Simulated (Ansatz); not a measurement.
# ScRu3: the cost of one run

Computed with Ansatz 0.2.0 (DFT LDA, scalar-relativistic, plane waves, PAW).

### 1 The starting structure

Symmetry: Pm-3m, No. 221, cubic system. The conventional cell has a = 3.938 Å, b = 3.938 Å, c = 3.938 Å, α = 90.00°, β = 90.00°, γ = 90.00°. Sc (site symmetry m-3m) is surrounded by 12 Ru at 2.78 Å. Ru (site symmetry 4/mmm) has 4 Sc at 2.78 Å and 8 Ru at 2.78 Å as nearest neighbours.

Structure file:

```cif
data_structure
_symmetry_space_group_name_H-M 'P 1'
_symmetry_Int_Tables_number 1
_cell_length_a 3.9384
_cell_length_b 3.9384
_cell_length_c 3.9384
_cell_angle_alpha 90.000
_cell_angle_beta 90.000
_cell_angle_gamma 90.000
_cell_volume 61.09
loop_
_atom_site_label
_atom_site_type_symbol
_atom_site_fract_x
_atom_site_fract_y
_atom_site_fract_z
_atom_site_occupancy
Sc1 Sc 0.00000 0.00000 0.00000 1
Ru1 Ru 0.00000 0.50000 0.50000 1
Ru2 Ru 0.50000 0.00000 0.50000 1
Ru3 Ru 0.50000 0.50000 0.00000 1
```

The structure comes from the Materials Project (structure only).

### 2 Another functional, on a distorted cell: LDA

The change: strain xx, yy, zz, yz, xz, xy = -3.3, -3.3, -3.3, +0.0, +0.0, +0.0 %.

The input, input.yaml:

```yaml
crystal:
  lattice:
    - [3.8079959666, 0.0, 0.0]
    - [0.0, 3.8079959666, 0.0]
    - [0.0, 0.0, 3.8079959666]
  atoms:
    - { symbol: Sc, position: [0.0, 0.0, 0.0] }
    - { symbol: Ru, position: [0.0, 0.5, 0.5] }
    - { symbol: Ru, position: [0.5, 0.0, 0.5] }
    - { symbol: Ru, position: [0.5, 0.5, 0.0] }
basis:
  ecutwfc: 420
kpoints:
  mp_grid: { grid: [10, 10, 10] }
hamiltonian:
  xc: lda
scf:
  occupations: { method: gaussian, width: 0.1 }
output:
  forces: true
  stress: true
  eigenvalues: true
  populations: true
```

The run is started by

```console
$ ansatz run input.yaml --threads 1 --pin off --max-ram 1331MiB --backend cpu --events-out ev --progress --plain --runs-dir out
```

Q: Estimate wall time and peak memory on 1 thread of an x86-64 CPU, shared host.

About 15 s, with a peak of 0.38 GiB.
